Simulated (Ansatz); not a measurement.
# TaSi (CsCl type): how the settings move a single-point run

Aim: see which settings change the result for TaSi (CsCl type), by how much, and at what cost.

Program: Ansatz 0.2.0. Level of theory: reference: DFT, PBEsol, all-electron LAPW, scalar-relativistic. These are calculated values, not measurements.

## Step 1: The starting structure

Symmetry: Pm-3m, No. 221, cubic system. Conventional cell: a = 2.394 Å, b = 2.394 Å, c = 2.394 Å, α = 90.00°, β = 90.00°, γ = 90.00°. Ta (site symmetry m-3m) has 8 Si at 2.07 Å in its first shell of neighbours. Around Si (site symmetry m-3m) lie 8 Ta at 2.07 Å.

As a file:

```
Ta Si
1.0
     2.39430    0.00000    0.00000
     0.00000    2.39430    0.00000
     0.00000    0.00000    2.39430
Ta Si
1 1
Cartesian
  0.0000 0.0000 0.0000
  1.1972 1.1972 1.1972
```

## Step 2: Baseline

Contents of input.yaml:

```yaml
crystal:
  lattice:
    - [2.3943027568, 0.0, 0.0]
    - [0.0, 2.3943027568, 0.0]
    - [0.0, 0.0, 2.3943027568]
  atoms:
    - { symbol: Ta, position: [0.0, 0.0, 0.0] }
    - { symbol: Si, position: [0.5, 0.5, 0.5] }
kpoints:
  mp_grid: { grid: [14, 14, 14] }
  band_path:
    path:
      - [0.0, 0.0, 0.0]
      - [0.0, 0.5, 0.0]
      - [0.5, 0.5, 0.0]
      - [0.0, 0.0, 0.0]
      - [0.5, 0.5, 0.5]
      - [0.0, 0.5, 0.0]
      - [0.5, 0.5, 0.5]
      - [0.5, 0.5, 0.0]
    npoints: 8
scf:
  occupations: { method: fermi_dirac, width: 0.05 }
hamiltonian:
  xc: pbesol
  pseudopotentials: { kind: all_electron, lapw: { basis_error: 0.001 } }
output:
  forces: true
  stress: true
  eigenvalues: true
  populations: true
  dos: { projected: true, de: 0.2, e_range: [-14, 8] }
```

Started as:

```
> ansatz run input.yaml --threads 1 --pin off --max-ram 2048MiB --backend cpu --events-out ev --progress --plain --runs-dir out
```

## Step 3: Changed: mp_grid.grid [18, 18, 18], xc lda

input.yaml, as its differences from that of step 2:

```diff
@@ -9,3 +9,3 @@
 kpoints:
-  mp_grid: { grid: [14, 14, 14] }
+  mp_grid: { grid: [18, 18, 18] }
   band_path:
@@ -24,3 +24,3 @@
 hamiltonian:
-  xc: pbesol
+  xc: lda
   pseudopotentials: { kind: all_electron, lapw: { basis_error: 0.001 } }
@@ -31,2 +31 @@
   populations: true
-  dos: { projected: true, de: 0.2, e_range: [-14, 8] }
```

**Question.** What will these runs give? Wanted: for each run, ending; energy change; pressure; gap; force.

As calculated:

| run | ending | energy change | pressure (GPa) | gap (eV) | force (eV/Å) | cycles | time |
| --- | --- | --- | --- | --- | --- | --- | --- |
| reference | converged | - | 712.9 | 0.00 | 0.00 | 7 | 53 s |
| 1: mp_grid.grid [18, 18, 18], xc lda | converged | not comparable | 696.7 | 0.00 | 0.00 | 7 | 87 s |

Times don't compare one to one where runs were asked for different outputs or read a saved state (see the inputs); cycles may leave out searches for a lower state.

Residual by cycle in the longest SCF loop of each run; runs are numbered as in the table. The quantity is the density residual dr2, in eV.

| cycle | reference | run 1 |
| --- | --- | --- |
| 1 | 0.0609 | 0.0658 |
| 2 | 0.0706 | 0.0765 |
| 3 | 0.00805 | 0.0078 |
| 4 | 2.5e-4 | 3.1e-4 |
| 5 | 1.1e-5 | 1.5e-5 |
| 6 | 1.0e-7 | 1.9e-7 |
| 7 | 2.9e-9 | 2.9e-9 |

**Reading.** Total energies don't compare across a change of functional; the pressure goes from 712.9 to 696.7 GPa. The k-point mesh changed too. The structure is not at rest: the sound run finds 713 GPa, so these are no properties of the relaxed crystal. 
